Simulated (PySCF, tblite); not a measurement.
# Ca₁₀O₁₀: electronic excitations

Wanted: electronic excitations for Ca₁₀O₁₀.

Programs: tblite 0.8.0 and PySCF 2.14.0, with routines of our own; each step states its level. All values are computed. Atoms count from 0.

### 1 The system as given

20 atoms, charge 0, multiplicity 1; geometry from: force field, distance geometry or constructed start.

### 2 Geometry optimisation with GFN2-xTB

What the job is given:

```
{"job": {"kind": "relax", "xc": "GFN2-xTB", "basis": "xTB"}, "charge": 0, "multiplicity": 1}
Ca    -1.161800    -1.168500    -4.668300
O     -1.169900    -1.164100    -2.340200
Ca    -1.161500    -1.169000     0.001000
O     -1.167400    -1.162300     2.327100
Ca    -1.167700    -1.167900     4.670100
O     -1.170000     1.166200    -4.669300
Ca    -1.166600     1.168400    -2.336600
O     -1.163300     1.169400     0.001500
Ca    -1.164000     1.164600     2.332900
O     -1.169500     1.165900     4.668300
O      1.164600    -1.167900    -4.668800
Ca     1.164200    -1.168700    -2.333300
O      1.163300    -1.166000     0.005000
Ca     1.168900    -1.167300     2.330600
O      1.164500    -1.161600     4.666900
Ca     1.164800     1.167300    -4.660400
O      1.167100     1.168600    -2.332400
Ca     1.165600     1.163300    -0.001000
O      1.166100     1.168500     2.335800
Ca     1.169500     1.167600     4.669400
```

Started as:

```
OMP_NUM_THREADS=2 python large_run.py task.json out
```

The driver reads the jobs from task.json and runs them one after another.

The program printed:

```text
step      E/eV     max force
  0   -1244.57934    0.883
  1   -1244.66393    0.816
  2   -1245.09672    0.707
  3   -1245.16657    0.245
  4   -1245.18081    0.327
  5   -1245.21334    0.323
  6   -1245.24350    0.254
  7   -1245.29631    0.205
  8   -1245.30379    0.205
  9   -1245.33576    0.305
 10   -1245.37229    0.335
 11   -1245.41261    0.242
 12   -1245.43351    0.169
 13   -1245.44186    0.155
 14   -1245.44746    0.149
 15   -1245.45790    0.144
 16   -1245.46781    0.125
 17   -1245.47243    0.065
 18   -1245.47319    0.051
 19   -1245.47348    0.046
 20   -1245.47389    0.031
 21   -1245.47427    0.019
```

Wall time 8.1 s (2 threads of AMD EPYC 7R43, shared host); peak memory 0.16 GiB.

The steps of the relaxation:

| step | energy from step 0 (eV) | largest force (eV/Å) |
| --- | --- | --- |
| 0 | 0.0000 | 0.8837 |
| 1 | -0.0846 | 0.8159 |
| 2 | -0.5174 | 0.7070 |
| 3 | -0.5872 | 0.2450 |
| 4 | -0.6015 | 0.3265 |
| 5 | -0.6340 | 0.3230 |
| 6 | -0.6642 | 0.2547 |
| 7 | -0.7170 | 0.2054 |
| 8 | -0.7244 | 0.2046 |
| 9 | -0.7564 | 0.3048 |
| 10 | -0.7930 | 0.3356 |
| 11 | -0.8333 | 0.2422 |
| 12 | -0.8542 | 0.1685 |
| 13 | -0.8625 | 0.1547 |
| 14 | -0.8681 | 0.1491 |
| 15 | -0.8786 | 0.1436 |
| 16 | -0.8885 | 0.1244 |
| 17 | -0.8931 | 0.0651 |
| 18 | -0.8938 | 0.0509 |
| 19 | -0.8941 | 0.0457 |
| 20 | -0.8945 | 0.0305 |
| 21 | -0.8949 | 0.0198 |

Close pairs (by a distance rule), those that changed most:

| bond | before (Å) | after (Å) | change (Å) |
| --- | --- | --- | --- |
| Ca11–O12 | 2.338 | 2.129 | -0.210 |
| Ca6–O7 | 2.338 | 2.129 | -0.209 |
| O7–Ca8 | 2.331 | 2.128 | -0.203 |
| Ca4–Ca19 | 3.304 | 3.104 | -0.200 |
| O12–Ca13 | 2.326 | 2.129 | -0.197 |
| O3–Ca4 | 2.343 | 2.147 | -0.196 |
| Ca0–Ca15 | 3.297 | 3.104 | -0.193 |
| O18–Ca19 | 2.334 | 2.147 | -0.186 |

The final coordinates are the input of the step that follows.

### 3 Electronic excitations: TDA wB97X-D/def2-SVP

What the job is given:

```
{"job": {"kind": "uv", "basis": "def2-SVP", "grid": 1, "kgrid": 0, "vcut": 1.5, "nstates": 6, "ntriplets": 2, "tda": true, "delta": ["ip_vertical"], "pop": true, "xc": "wB97X-D"}, "charge": 0, "multiplicity": 1}
Ca    -1.097419    -1.096801    -4.339874
O     -1.119094    -1.119295    -2.193023
Ca    -1.197830    -1.197256     0.000429
O     -1.118689    -1.118453     2.193842
Ca    -1.097944    -1.096865     4.340575
O     -1.075547     1.077098    -4.342233
Ca    -1.183072     1.183885    -2.126432
O     -1.113270     1.111797     0.000107
Ca    -1.183606     1.184287     2.126041
O     -1.076596     1.077186     4.341448
O      1.076548    -1.075959    -4.342260
Ca     1.183201    -1.183538    -2.126433
O      1.111992    -1.110930    -0.000182
Ca     1.183295    -1.183189     2.126335
O      1.075837    -1.076067     4.342198
Ca     1.097905     1.097575    -4.341233
O      1.118202     1.118890    -2.194160
Ca     1.197414     1.197416    -0.000422
O      1.118280     1.119010     2.193104
Ca     1.097303     1.097617     4.340353
```

With the program's defaults for keys left out, this is: TDA wB97X-D/def2-SVP, vertical, gas phase, core orbitals frozen in the response, virtual orbitals cut by energy.

The program printed:

```text
start: PBE on a coarse grid of 33152 points
cycle   1  E = -7522.4499331203  dE =  4.475e+00  |g| = 3.425e+00  |ddm| = 8.512e+00
cycle   2  E = -7438.5341173234  dE =  8.392e+01  |g| = 1.375e+01  |ddm| = 1.090e+02
cycle   3  E = -7522.9800288968  dE = -8.445e+01  |g| = 3.026e+00  |ddm| = 1.087e+02
cycle   4  E = -7524.0988026169  dE = -1.119e+00  |g| = 1.985e+00  |ddm| = 6.780e+00
cycle   5  E = -7524.7766012505  dE = -6.778e-01  |g| = 1.139e+00  |ddm| = 2.751e+00
cycle   6  E = -7525.0311538633  dE = -2.546e-01  |g| = 3.355e-01  |ddm| = 1.635e+00
cycle   7  E = -7525.0517198081  dE = -2.057e-02  |g| = 1.230e-01  |ddm| = 5.318e-01
cycle   8  E = -7525.0536633496  dE = -1.944e-03  |g| = 8.288e-02  |ddm| = 2.071e-01
cycle   9  E = -7525.0549806062  dE = -1.317e-03  |g| = 2.271e-02  |ddm| = 9.144e-02
cycle  10  E = -7525.0550967298  dE = -1.161e-04  |g| = 4.618e-03  |ddm| = 4.785e-02
final grid: 115301 points
cycle  11  E = -7527.8455684445  dE = -2.570e-02  |g| = 3.035e-01  |ddm| = 7.614e-01
cycle  12  E = -7527.8223634961  dE =  2.320e-02  |g| = 4.598e-01  |ddm| = 7.914e-01
cycle  13  E = -7527.8628557312  dE = -4.049e-02  |g| = 2.546e-02  |ddm| = 3.949e-01
cycle  14  E = -7527.8629726924  dE = -1.170e-04  |g| = 1.843e-02  |ddm| = 4.633e-02
cycle  15  E = -7527.8630421917  dE = -6.950e-05  |g| = 2.155e-03  |ddm| = 2.198e-02
cycle  16  E = -7527.8630452804  dE = -3.089e-06  |g| = 7.089e-04  |ddm| = 6.980e-03
cycle  17  E = -7527.8630428395  dE =  2.441e-06  |g| = 3.078e-04  |ddm| = 1.987e-03
cycle  18  E = -7527.8630430719  dE = -2.324e-07  |g| = 1.560e-04  |ddm| = 5.181e-04
cycle  19  E = -7527.8630447281  dE = -1.656e-06  |g| = 2.396e-05  |ddm| = 3.350e-04
converged SCF energy = -7527.8630447281
Vertical ionisation energy (delta-SCF) = 6.6032 eV   <S^2> = 0.766

Static polarisability (au): isotropic 240.838, principal 217.654 229.211 275.649

Singlet excitations
state   eV       nm        f      main configurations
  1   3.8849    319.1   0.00025   H-1->L+2 0.40, H->L 0.34
  2   3.8916    318.6   0.11063   H-1->L 0.41, H->L+2 0.29, H-2->L+2 0.12
  3   4.0131    308.9   0.00000   H-2->L 0.38, H-4->L+2 0.30, H->L 0.12
  4   4.0541    305.8   0.01432   H-4->L 0.39, H-2->L+2 0.29, H->L+2 0.12
  5   4.0638    305.1   0.11066   H-3->L 0.52, H-5->L+2 0.25
  6   4.1260    300.5   0.00001   H-5->L 0.40, H-3->L+2 0.35

Triplet excitations (Tamm-Dancoff, eV): 3.8122 3.8143
```

It took 3.8 min on 2 threads of AMD EPYC 7R43, shared host; peak memory 1.6 GiB.

The orbitals next to the gap, with their largest atomic shares:

| orbital | eV | atoms |
| --- | --- | --- |
| HOMO−4 | -6.92 | O5 20 %, O9 20 %, O14 20 % |
| HOMO−3 | -6.76 | O14 15 %, O10 15 %, O9 15 % |
| HOMO−2 | -6.75 | O9 20 %, O5 20 %, O10 20 % |
| HOMO−1 | -6.66 | O10 21 %, O5 21 %, O9 21 % |
| HOMO | -6.64 | O9 20 %, O14 19 %, O5 19 % |
| LUMO | 0.55 | Ca17 14 %, Ca2 14 %, Ca19 10 % |
| LUMO+1 | 0.83 | Ca4 18 %, Ca15 18 %, Ca19 17 % |
| LUMO+2 | 0.83 | Ca19 23 %, Ca0 23 %, Ca15 22 % |
| LUMO+3 | 0.96 | Ca0 24 %, Ca4 24 %, Ca15 24 % |

With each of the 6 states as a Gaussian band of 0.4 eV half-width at 1/e, the curve within the window shown has maxima at 311 nm (ε 9,100) L/(mol cm). Beyond the last state computed it falls off for lack of states. The curve at chosen wavelengths:

(nm, ε (L/mol/cm)): (280, 2971), (284, 3988), (288, 5084), (292, 6183), (296, 7199), (299, 7858), (303, 8545), (307, 8974), (311, 9124), (315, 9004), (319, 8644), (323, 8088), (327, 7390), (330, 6807), (334, 5992), (338, 5174), (342, 4389), (346, 3661), (350, 3008), (354, 2436), (358, 1948), (361, 1633), (365, 1279), (369, 991), (373, 760), (377, 578)

Ground-state properties from the same run:

| property | computed |
| --- | --- |
| dipole moment (D) | 0.01 |
| polarisability (Å³) | 35.69 |
| HOMO–LUMO gap (eV) | 7.19 |
| −ε(HOMO) (eV) | 6.64 |

### 4 Results

| quantity | value |
| --- | --- |
| lowest singlet (wB97X-D/def2-SVP) | 3.88 eV (319 nm), f = 0.000 |
| brightest single state of those computed | state 5, 4.06 eV, f = 0.111 |
| lowest triplet | 3.81 eV |
| vertical ionisation energy (ΔSCF) | 6.60 eV |

In words: The lowest singlet, at 3.88 eV, is HOMO−1→LUMO+2 0.40, HOMO→LUMO 0.34 and is dark; of the 6 states computed, the strongest absorption comes from states 4 to 5 together at 4.06 eV. The lowest triplet lies 0.07 eV below the lowest singlet. The orbital energy would give 6.64 eV for ionisation, ΔSCF gives 6.60 eV.
